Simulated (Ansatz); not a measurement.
I need a single point of Y2TiCuO6, space group P-6m2. Use Ansatz 0.2.0, Python API. Use: PBE, PAW, cutoff 531 eV, 4×4×2 k-points, tetrahedron smearing of 0.1 eV.

```yaml
crystal:
  lattice:
    - [3.63357, 0.00000, 0.00000]
    - [-1.81679, 3.14676, 0.00000]
    - [0.00000, 0.00000, 11.34097]
  atoms:
    - { symbol: Y, position: [0.00000, 0.00000, 0.72595] }
    - { symbol: Y, position: [0.00000, 0.00000, 0.27405] }
    - { symbol: Ti, position: [0.66667, 0.33333, 0.00000] }
    - { symbol: Cu, position: [0.33333, 0.66667, 0.50000] }
    - { symbol: O, position: [0.66667, 0.33333, 0.83561] }
    - { symbol: O, position: [0.33333, 0.66667, 0.33159] }
    - { symbol: O, position: [0.00000, 0.00000, 0.00000] }
    - { symbol: O, position: [0.00000, 0.00000, 0.50000] }
    - { symbol: O, position: [0.33333, 0.66667, 0.66841] }
    - { symbol: O, position: [0.66667, 0.33333, 0.16439] }
```

`y2ticuo6.py`:
```python
"""Ground state of Y2TiCuO6 at the given structure."""

from collections import Counter
import warnings

import ansatz as az
import numpy as np


def main() -> None:
    warnings.simplefilter("ignore", az.DeckWarning)

    y2ticuo6 = (
        az.Lattice.from_parameters(3.63357, 3.63357, 11.34097, alpha=90, beta=90, gamma=120)
        .space_group(187)
        .atom("Y", (0.0, 0.0, 0.72595))
        .atom("Ti", (2 / 3, 1 / 3, 0.0))
        .atom("Cu", (1 / 3, 2 / 3, 0.5))
        .atom("O", (2 / 3, 1 / 3, 0.83561))
        .atom("O", (1 / 3, 2 / 3, 0.33159))
        .atom("O", (0.0, 0.0, 0.0))
        .atom("O", (0.0, 0.0, 0.5))
    )

    # settings of the run
    setup = (
        y2ticuo6.calculation()
        .functional("pbe")
        .basis(39 * az.Ry)
        .kpoints(4, 4, 2, center="monkhorst-pack")
        .occupations("tetrahedron")
        .scf(max_iterations=80)
        .density()
    )
    out = setup.run()
    rep = out.report

    print(f"free energy      {rep['free_energy_ev']:.5f} eV")
    print(f"per atom         {rep['free_energy_ev'] / len(out.lattice.sites):.5f} eV")
    print(f"SCF iterations   {rep['n_iterations']}  (converged: {rep['converged']})")

    told = Counter((n["data"]["severity"], n["data"]["kind"]) for n in out.notices if n["event"] == "notice")
    for (severity, kind), count in sorted(told.items()):
        print(f"{severity:8s} {kind} x{count}")

    rho = out.density()
    total = sum(ch.density_e_per_ang3 for ch in rho.channels[:2]) if len(rho.channels) < 3 else rho.channels[0].density_e_per_ang3
    print("grid", rho.dims, "electrons", round(float(total.mean() * rho.cell_volume_ang3), 4))
    profile = total.mean(axis=(0, 1))
    print("planar average along grid axis 2 (e/A^3):")
    print(np.array2string(profile[:: max(len(profile) // 16, 1)], precision=4))


if __name__ == "__main__":
    main()
```

```console
$ python y2ticuo6.py
free energy      -20238.82543 eV
per atom         -2023.88254 eV
SCF iterations   16  (converged: True)
audit    band_cg_iterations x1
audit    preconditioner_resolved x1
doubt    band_table_not_solved_further x1
grid (30, 30, 90) electrons 89.0
planar average along grid axis 2 (e/A^3):
[1.536  0.3913 0.2378 0.6408 0.4842 0.8266 0.8699 0.2134 0.3914 2.8971
 0.3914 0.2134 0.8699 0.8266 0.4842 0.6408 0.2378 0.3913]
```

Notes:
- These settings explore the input space; cutoff and mesh may be short of convergence.
- The cell holds an odd number of electrons and is run without spin, so a magnetic state may lie lower.
- For a metal this k-point mesh is coarse: on a finer one energies can move by several to tens of meV an atom and pressures by half a GPa or more, differences at one mesh by less.
- The mesh has less symmetry than the crystal, which the program warned of.
- Without a Hubbard U or exact exchange, semilocal functionals often make such 3d compounds metallic or too weakly gapped.
- Densities and potentials on the grid are those of the valence electrons, and inside the cores they hang on the potentials used.
- The structure comes from a database of computed cells and needn't be a stable or known phase.
- The script silences the warnings on its input, which a real study should read.
- Cost: about 7 core-seconds.

(Lines on the test bed's own set-up are left out of the output.)
